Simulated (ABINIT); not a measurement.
# BiTe (Fm-3m) in ABINIT: band structure with PBEsol

Aim: the band structure of BiTe with PBEsol.

Program: ABINIT 10.8.3 (patched build). These are calculated values, not measurements. Logs are shortened: lines on timing, memory, paths and dates and some standing lists are left out, and cuts for length are marked. The log counts tension as positive stress, the text compression.

### 1 The structure

Symmetry: Fm-3m, No. 225, cubic system. Conventional cell: a = 6.470 Å, b = 6.470 Å, c = 6.470 Å, α = 90.00°, β = 90.00°, γ = 90.00°. Bi (site symmetry m-3m) is surrounded by 6 Te at 3.23 Å. Around Te (site symmetry m-3m) lie 6 Bi at 3.23 Å.

### 2 Band structure, PBEsol

The input, run.abi:

```
# Datasets: ground state, then fixed potential
ndtset 2

# Pseudopotentials
pp_dirpath "./"
pseudos "Bi.upf, Te.upf"

# Structure
acell 3*1.0
rprim
     0.0000000000     6.1132640132     6.1132640132
     6.1132640132     0.0000000000     6.1132640132
     6.1132640132     6.1132640132     0.0000000000
ntypat 2
znucl 83 52
natom 2
typat 1 2
xred
     0.0000000000     0.0000000000     0.0000000000
     0.5000000000     0.5000000000     0.5000000000

# Plane-wave basis
ecut 40.0

# Exchange and correlation
ixc -116133

# Bands and occupations
occopt 3
tsmear 0.05 eV

# SCF cycle
nstep 100

# Output
iomode 3
prtwf 0
prteig 0
prtebands 0
enunit 1
prtden1 1
prtvha1 1
prtvclmb1 1
prtpot1 1
prtelf1 1

# Dataset 1
kptopt1 1
ngkpt1 7 7 7
nshiftk1 1
shiftk1 0.0 0.0 0.0
nband1 20
tolvrs1 1.0e-10

# Dataset 2: bands along G-X-W-K-G-L-U-W-L-K
iscf2 -2
getden2 1
nband2 26
nbdbuf2 4
tolwfr2 1.0e-11
kptopt2 -9
ndivsm2 8
prteig2 1
kptbounds2
     0.0000000000     0.0000000000     0.0000000000
     0.5000000000     0.0000000000     0.5000000000
     0.5000000000     0.2500000000     0.7500000000
     0.3750000000     0.3750000000     0.7500000000
     0.0000000000     0.0000000000     0.0000000000
     0.5000000000     0.5000000000     0.5000000000
     0.6250000000     0.2500000000     0.6250000000
     0.5000000000     0.2500000000     0.7500000000
     0.5000000000     0.5000000000     0.5000000000
     0.3750000000     0.3750000000     0.7500000000
```

Potentials or basis: PseudoDojo NC SR PBEsol v0.4.1 standard.

On the command line:

```console
> abinit run.abi > log 2>&1
```

run.abo:

```text
.Version 10.8.3 of ABINIT
 DATASET    1 : space group Fm -3 m (#225); Bravais cF (face-center cubic)
================================================================================
 Values of the parameters that define the memory need for DATASET  1.
     intxc =       0    ionmov =       0      iscf =       7    lmnmax =       6
     lnmax =       6     mgfft =      50  mpssoang =       3    mqgrid =    3001
     natom =       2  nloc_mem =       1    nspden =       1   nspinor =       1
    nsppol =       1      nsym =      48    n1xccc =    2501    ntypat =       2
    occopt =       3   xclevel =       2
       mpw =        5555          nfft =      125000          nkpt =          20
================================================================================
================================================================================

 DATASET    2 : space group Fm -3 m (#225); Bravais cF (face-center cubic)
================================================================================
 Values of the parameters that define the memory need for DATASET  2.
     intxc =       0    ionmov =       0      iscf =      -2    lmnmax =       6
     lnmax =       6     mgfft =      50  mpssoang =       3    mqgrid =    3001
     natom =       2  nloc_mem =       1    nspden =       1   nspinor =       1
    nsppol =       1      nsym =      48    n1xccc =    2501    ntypat =       2
    occopt =       3   xclevel =       2
       mpw =        5585          nfft =      125000          nkpt =         139
================================================================================
================================================================================

--------------------------------------------------------------------------------
------------- Echo of variables that govern the present computation ------------
--------------------------------------------------------------------------------
 -outvars: echo values of preprocessed input variables --------
            acell      1.0000000000E+00  1.0000000000E+00  1.0000000000E+00 Bohr
              amu      2.08980370E+02  1.27600000E+02
             ecut      4.00000000E+01 Hartree
           enunit           1
           getden1          0
           getden2          1
             iscf1          7
             iscf2         -2
                       outvar_i_n : Printing only first  50 k-points.
              ixc     -116133
           jdtset        1    2
                       outvar_i_n : Printing only first  50 k-points.
           kptopt1          1
           kptopt2         -9
         kptrlatt        7    0    0      0    7    0      0    0    7
[... 1658 lines left out ...]
- [  5.0000E-01,   5.0000E-01,   5.0000E-01, Te]
cartesian_forces: null
force_length_stats: {min: null, max: null, mean: null, }
...

 Integrated electronic density in atomic spheres:
 ------------------------------------------------
 Atom  Sphere_radius  Integrated_density
    1        2.00000         10.71264286
    2        2.00000         11.92440575
================================================================================

 ----iterations are completed or convergence reached----

 Mean square residual over all n,k,spin=   47.318E-13; max=  99.894E-13
 reduced coordinates (array xred) for    2 atoms
       0.000000000000      0.000000000000      0.000000000000
       0.500000000000      0.500000000000      0.500000000000

 cartesian coordinates (angstrom) at end:
    1      0.00000000000000     0.00000000000000     0.00000000000000
    2      3.23499999782420     3.23499999782420     3.23499999782420
 length scales=  1.000000000000  1.000000000000  1.000000000000 bohr
              =  0.529177210544  0.529177210544  0.529177210544 angstroms
 Eigenvalues (   eV  ) for nkpt= 139  k points:
 kpt#   1, nband= 26, wtk=  1.00000, kpt=  0.0000  0.0000  0.0000 (reduced coord)
 -32.07174  -32.07174  -32.07127  -32.07127  -32.07127  -17.93977  -17.93977  -17.93622
 -17.93622  -17.93622   -8.40755   -3.02721    2.60695    2.60695    2.60695    7.29547
   7.29547    7.29547    9.79094    9.79094    9.79094   11.11597   11.68320   11.84596
  11.84596   23.32941
 kpt#   2, nband= 26, wtk=  1.00000, kpt=  0.0217  0.0000  0.0217 (reduced coord)
 -32.07174  -32.07174  -32.07127  -32.07126  -32.07126  -17.93984  -17.93975  -17.93624
 -17.93617  -17.93617   -8.40190   -3.04165    2.59768    2.59768    2.63483    7.20690
   7.29882    7.29882    9.75337    9.81491    9.81491   11.15586   11.73370   11.85126
  11.91490   23.23553
 kpt#   3, nband= 26, wtk=  1.00000, kpt=  0.0435  0.0000  0.0435 (reduced coord)
 -32.07174  -32.07174  -32.07127  -32.07125  -32.07125  -17.94004  -17.93969  -17.93628
 -17.93604  -17.93604   -8.38499   -3.08394    2.57024    2.57024    2.71700    6.96427
   7.30912    7.30912    9.65106    9.88615    9.88615   11.24085   11.86716   11.87479
  12.13366   22.96446
 kpt#   4, nband= 26, wtk=  1.00000, kpt=  0.0652  0.0000  0.0652 (reduced coord)
 -32.07173  -32.07173  -32.07128  -32.07123  -32.07123  -17.94037  -17.93958  -17.93636
[... 664 lines left out ...]
 -32.07184  -32.07142  -32.07111  -32.07066  -32.07058  -17.95007  -17.93987  -17.93513
 -17.92915  -17.92772   -6.25043   -5.73291    0.01317    1.78478    1.84409    6.75503
   6.76973    9.15459    9.35511   12.20324   13.02379   14.75203   16.62962   17.10756
  17.66969   17.68819
 kpt# 138, nband= 26, wtk=  1.00000, kpt=  0.3839  0.3839  0.7321 (reduced coord)
 -32.07186  -32.07141  -32.07114  -32.07064  -32.07056  -17.95061  -17.93937  -17.93560
 -17.92877  -17.92749   -6.27003   -5.65858   -0.09957    1.69735    1.75347    6.94342
   6.95036    9.12703    9.36239   12.34781   13.14091   14.77481   16.45238   17.00098
  17.86237   17.89512
 kpt# 139, nband= 26, wtk=  1.00000, kpt=  0.3750  0.3750  0.7500 (reduced coord)
 -32.07187  -32.07140  -32.07118  -32.07061  -32.07055  -17.95109  -17.93892  -17.93606
 -17.92842  -17.92727   -6.30569   -5.57707   -0.17178    1.62154    1.67439    7.11087
   7.11754    8.92233    9.48106   12.51394   13.29174   14.87008   16.22061   16.82326
  17.95572   17.97752

== END DATASET(S) ==============================================================
================================================================================

 -outvars: echo values of variables after computation  --------
            acell      1.0000000000E+00  1.0000000000E+00  1.0000000000E+00 Bohr
           etotal1    -1.8661230882E+02
            fcart1    -0.0000000000E+00 -0.0000000000E+00 -0.0000000000E+00
                      -0.0000000000E+00 -0.0000000000E+00 -0.0000000000E+00
            rprim      0.0000000000E+00  6.1132640132E+00  6.1132640132E+00
                       6.1132640132E+00  0.0000000000E+00  6.1132640132E+00
                       6.1132640132E+00  6.1132640132E+00  0.0000000000E+00
           strten1     5.0745878411E-05  5.0745878411E-05  5.0745878411E-05
                       0.0000000000E+00  0.0000000000E+00  0.0000000000E+00
           xangst      0.0000000000E+00  0.0000000000E+00  0.0000000000E+00
                       3.2349999978E+00  3.2349999978E+00  3.2349999978E+00
             xred      0.0000000000E+00  0.0000000000E+00  0.0000000000E+00
                       5.0000000000E-01  5.0000000000E-01  5.0000000000E-01
 Calculation completed.
```

Run time: 6.1 min. Hardware: 1 thread of Arm Neoverse V2, shared host; peak memory 0.38 GiB.

Results:

```yaml
Free_energy: -5077.9796 eV
Pressure: -1.5 GPa
Band_gap_on_the_k_mesh: none (metal or under the smearing width)
Valence_electrons_inside_the_program's_atomic_spheres: Bi 10.71; Te 11.92
```

Levels at the corners of the path, in eV from the Fermi level:
```csv
point,band 11,band 12,band 13,band 14,band 15,band 16,band 17,band 18,band 19,band 20
Γ,-13.56,-8.18,-2.55,-2.55,-2.55,2.14,2.14,2.14,4.64,4.64
X,-11.80,-9.99,-5.69,-4.03,-4.03,2.16,3.58,3.58,4.92,8.82
W,-11.25,-10.91,-5.00,-5.00,-1.59,-0.29,3.91,3.91,5.12,5.12
K,-11.46,-10.73,-5.32,-3.53,-3.48,1.96,1.96,3.77,4.33,7.36
Γ,-13.56,-8.18,-2.55,-2.55,-2.55,2.14,2.14,2.14,4.64,4.64
L,-11.60,-11.29,-1.92,-1.92,-1.63,-0.89,-0.66,-0.66,7.25,7.78
U,-11.46,-10.73,-5.32,-3.53,-3.48,1.96,1.96,3.77,4.33,7.36
W,-11.25,-10.91,-5.00,-5.00,-1.59,-0.29,3.91,3.91,5.12,5.12
L,-11.60,-11.29,-1.92,-1.92,-1.63,-0.89,-0.66,-0.66,7.25,7.78
K,-11.46,-10.73,-5.32,-3.53,-3.48,1.96,1.96,3.77,4.33,7.36
```

Caveat: spin-orbit coupling is left out, which moves the levels of the heavy elements.
